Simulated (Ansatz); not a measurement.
# Si2TeH6: an energy map over bond length Si1–H6 and angle H6–Si1–H5

A grid of calculations on H6Si2Te, SMILES [SiH3][Te][SiH3], to see where the energy is lowest and how it rises around there.

Computed with Ansatz 0.2.0. Level: RKS PBE0-D4/def2-SVP.

## Step 1: Starting geometry

SMILES `[SiH3][Te][SiH3]`, 9 atoms, charge 0, spin multiplicity 1.

Atoms are counted from 1 here; the program's logs count them from 0.

Bond lengths: Si1–Te2 2.524 Å, Si1–H4 1.504 Å, Si1–H5 1.502 Å, Si1–H6 1.505 Å, Te2–Si3 2.524 Å, Si3–H7 1.502 Å, Si3–H8 1.504 Å, Si3–H9 1.505 Å. Angles: Te2–Si1–H4 111.2°, Te2–Si1–H5 105.9°, Te2–Si1–H6 111.2°, H4–Si1–H5 109.8°, H4–Si1–H6 108.9°, H5–Si1–H6 109.8°, Si1–Te2–Si3 92.1°, Te2–Si3–H7 105.9°, Te2–Si3–H8 111.2°, Te2–Si3–H9 111.2°, H7–Si3–H8 109.8°, H7–Si3–H9 109.8°, H8–Si3–H9 108.9°.

Coordinates:

```xyz
9
H6Si2Te
Si   -0.80429    1.23467   -1.05284
Te    1.57605    0.48313   -0.68124
Si    0.86786   -1.23129    1.02997
H    -1.65933    0.10569   -1.56060
H    -0.73586    2.32401   -2.08477
H    -1.41041    1.77229    0.21488
H     2.13071   -1.90675    1.48291
H    -0.06562   -2.24714    0.42980
H     0.18939   -0.58091    2.20479
```

This geometry comes from a loose relaxation at PBE in a small basis, which is not shown.

## Step 3: The grid

- bond length Si1–H6: 11 values from 1.225 to 2.240 Å
- angle H6–Si1–H5: 11 values from 74.9 to 144.9 °

Nothing else is relaxed (all other coordinates rigid). Energies count from the relaxed molecule at the same level.

(The set-up runs are not shown.)

## Step 4: The run at bond length Si1–H6 = 1.428 Å, angle H6–Si1–H5 = 95.9°

File input.yaml:

```yaml
crystal:
  periodic: [false, false, false]
  atoms:
    - { symbol: Si, position_ang: [-0.790599, 1.218423, -1.039274] }
    - { symbol: Te, position_ang: [1.577178, 0.483319, -0.681953] }
    - { symbol: Si, position_ang: [0.858499, -1.213659, 1.01457] }
    - { symbol: H, position_ang: [-1.627532, 0.084159, -1.532195] }
    - { symbol: H, position_ang: [-0.749626, 2.302596, -2.062983] }
    - { symbol: H, position_ang: [-1.376615, 2.012872, -0.007469] }
    - { symbol: H, position_ang: [2.097977, -1.899714, 1.481597] }
    - { symbol: H, position_ang: [-0.074799, -2.207546, 0.405359] }
    - { symbol: H, position_ang: [0.177175, -0.552899, 2.167468] }
basis:
  gaussian: { orbitals: def2-SVP }
hamiltonian:
  xc: pbe0
  dispersion: d4
output:
  forces: true
```

Launch:

```bash
$ ansatz run input.yaml --threads 1 --pin off --max-ram 2560MiB --backend cpu --events-out ev --progress --plain --runs-dir out
```

The session goes on with these runs: the other points that were computed.

**Question.** What will these runs give? Wanted: lowest point; highest computed point; largest force on an atom; dipole moment.

As calculated:

```
                       quantity                                                                                                                                                      value
                   lowest point                                                                                         bond length Si1–H6 = 1.529 Å, angle H6–Si1–H5 = 109.9°, 1.0 kJ/mol
         highest computed point                                                                         bond length Si1–H6 = 2.240 Å, angle H6–Si1–H5 = 74.9°, 238 kJ/mol above the lowest
largest force on an atom (eV/Å)     0.6 at bond length Si1–H6 = 1.529 Å, angle H6–Si1–H5 = 109.9° to 9.2 at bond length Si1–H6 = 1.225 Å, angle H6–Si1–H5 = 74.9°; 0.6 at the lowest point
              dipole moment (D)  0.48 at bond length Si1–H6 = 1.935 Å, angle H6–Si1–H5 = 123.9° to 1.72 at bond length Si1–H6 = 2.240 Å, angle H6–Si1–H5 = 74.9°; 0.69 at the lowest point
        time for the whole task                                                                                                                            13 min on 1 thread, shared host
```

What this shows: The lowest computed point is at bond length Si1–H6 = 1.529 Å, angle H6–Si1–H5 = 109.9°, 1.0 kJ/mol from the relaxed molecule at the same level. The grid is coarse, so the lowest point of the scanned range may lie between grid points; coordinates that were held can hide deeper minima. No other kind of well shows on this grid. The highest computed point, bond length Si1–H6 = 2.240 Å, angle H6–Si1–H5 = 74.9°, lies 238 kJ/mol above the lowest. Round the minimum the two coordinates are nearly uncoupled.
